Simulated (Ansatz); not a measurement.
# Sb: an axial (c/a) deformation path

An exercise on one series of results from a longer session: the logs are not shown, and one member is left open.

Method: DFT PBEsol, scalar-relativistic, plane waves, PAW, in Ansatz 0.2.0.

**The structure to begin with**

Symmetry: P6_3/mmc, No. 194, hexagonal system. Conventional cell: a = 3.369 Å, b = 3.369 Å, c = 5.330 Å, α = 90.00°, β = 90.00°, γ = 120.00°. Around Sb (site symmetry -6m2) lie 12 Sb at 3.30 to 3.37 Å.

Structure file:

```xyz
2
Lattice="3.3690 0.0000 0.0000 -1.6845 2.9176 0.0000 0.0000 0.0000 5.3300" Properties=species:S:1:pos:R:3 pbc="T T T"
Sb    0.0000    1.9451    1.3325
Sb    1.6845    0.9725    3.9975
```

No relaxation comes first: the listed cell is the starting point.

Set-up of the first run:

Input file input.yaml:

```yaml
crystal:
  lattice:
    - [3.3690001795, 0.0, 0.0]
    - [-1.6845000898, 2.9176397408, 0.0]
    - [0.0, 0.0, 5.33]
  atoms:
    - { symbol: Sb, position: [0.3333333333, 0.6666666667, 0.25] }
    - { symbol: Sb, position: [0.6666666667, 0.3333333333, 0.75] }
basis:
  ecutwfc: 420
kpoints:
  mp_grid: { grid: [18, 18, 10] }
hamiltonian:
  xc: pbesol
scf:
  occupations: { method: gaussian, width: 0.15 }
output:
  forces: true
  stress: true
  eigenvalues: true
  write_density: true
  write_potential: true
  elf: true
  volumetric_format: npy
```

Started as:

```sh
ansatz run input.yaml --threads 1 --pin off --max-ram 2560MiB --backend cpu --events-out ev --progress --plain --runs-dir out
```

Steps of the session up to this table: The reference: the undisturbed cell on the scan's mesh; ρ = 0.850; ρ = 1.200; ρ = 0.920; At ρ = 1.100; Point ρ = 0.960; Point ρ = 1.050; ρ = 0.800; At ρ = 1.300.

One of the session's tables, all rows but one given; the rest of the session is left out.

It belongs to the step «The scan collected». 

```
    ρ  ΔE (meV/atom)  pressure (GPa)
0.800           -2.0             2.0
0.850            5.0             1.1
0.920            2.9             0.1
0.960            3.2            -0.1
1.000            0.0            -0.1
1.050           -5.2            -0.1
1.100              ?               ?
1.200           47.7             1.9
1.300          131.9             4.0
```

Q: Estimate the row for ρ = 1.100 from the others.

Worked estimate for «ΔE (meV/atom)». A straight line through the neighbours (1.050, -5.2) and (1.200, 47.7) gives -5.2 + (47.7 + 5.2) × (1.100 − 1.050) / (1.200 − 1.050) = 12.4; a parabola fitted to 4 rows on both sides gives 2.7.

As computed: ΔE (meV/atom): 5.3; pressure (GPa): 0.3. In «ΔE (meV/atom)» the line misses by +7.1 and the parabola by -2.6.
